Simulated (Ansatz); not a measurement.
# WSe2: the cost of one run

Method: DFT PBE, scalar-relativistic, plane waves, PAW, in Ansatz 0.2.0.

## Step 1: Starting point

It takes space group P6_3/mmc (No. 194, hexagonal). The conventional cell has a = 3.290 Å, b = 3.290 Å, c = 12.970 Å, α = 90.00°, β = 90.00°, γ = 120.00°. W (site symmetry -6m2) is surrounded by 6 Se at 2.53 Å. Se (site symmetry 3m) has 3 W at 2.53 Å as nearest neighbours.

Structure file:

```cif
data_structure
_symmetry_space_group_name_H-M 'P 1'
_symmetry_Int_Tables_number 1
_cell_length_a 3.2900
_cell_length_b 3.2900
_cell_length_c 12.9700
_cell_angle_alpha 90.000
_cell_angle_beta 90.000
_cell_angle_gamma 120.000
_cell_volume 121.58
loop_
_atom_site_label
_atom_site_type_symbol
_atom_site_fract_x
_atom_site_fract_y
_atom_site_fract_z
_atom_site_occupancy
W1 W 0.33333 0.66667 0.25000 1
W2 W 0.66667 0.33333 0.75000 1
Se1 Se 0.33333 0.66667 0.62100 1
Se2 Se 0.66667 0.33333 0.12100 1
Se3 Se 0.33333 0.66667 0.87900 1
Se4 Se 0.66667 0.33333 0.37900 1
```

Source of the structure: the Crystallography Open Database.

(A quick probe on a coarse mesh, which set the mesh and smearing, is not shown.)

## Step 3: The relaxation

Input file input.yaml:

```yaml
crystal:
  lattice:
    - [3.2899984505, 0.0, 0.0]
    - [-1.6449992252, 2.8492222365, 0.0]
    - [0.0, 0.0, 12.97]
  atoms:
    - { symbol: W, position: [0.3333333333, 0.6666666667, 0.25] }
    - { symbol: W, position: [0.6666666667, 0.3333333333, 0.75] }
    - { symbol: Se, position: [0.3333333333, 0.6666666667, 0.621] }
    - { symbol: Se, position: [0.6666666667, 0.3333333333, 0.121] }
    - { symbol: Se, position: [0.3333333333, 0.6666666667, 0.879] }
    - { symbol: Se, position: [0.6666666667, 0.3333333333, 0.379] }
basis:
  ecutwfc: 420
kpoints:
  mp_grid: { grid: [9, 9, 2] }
hamiltonian:
  xc: pbe
  pseudopotentials: { kind: paw, azcp: { folder: soft_1 } }
scf:
  occupations: { method: gaussian, width: 0.02 }
output:
  forces: true
  stress: true
  eigenvalues: true
relax:
  adjacent_minimum: "off"
  f_tol: 0.005
  max_steps: 80
  cell: { stress_tol: 0.05 }
```

Run with:

```console
> ansatz run input.yaml --threads 4 --pin off --max-ram 8192MiB --backend cpu --events-out ev --progress --plain --runs-dir out
```

What time and memory should one allow on 4 threads of Arm Neoverse V2, shared host?

About 36 s, with a peak of 0.6 GiB.
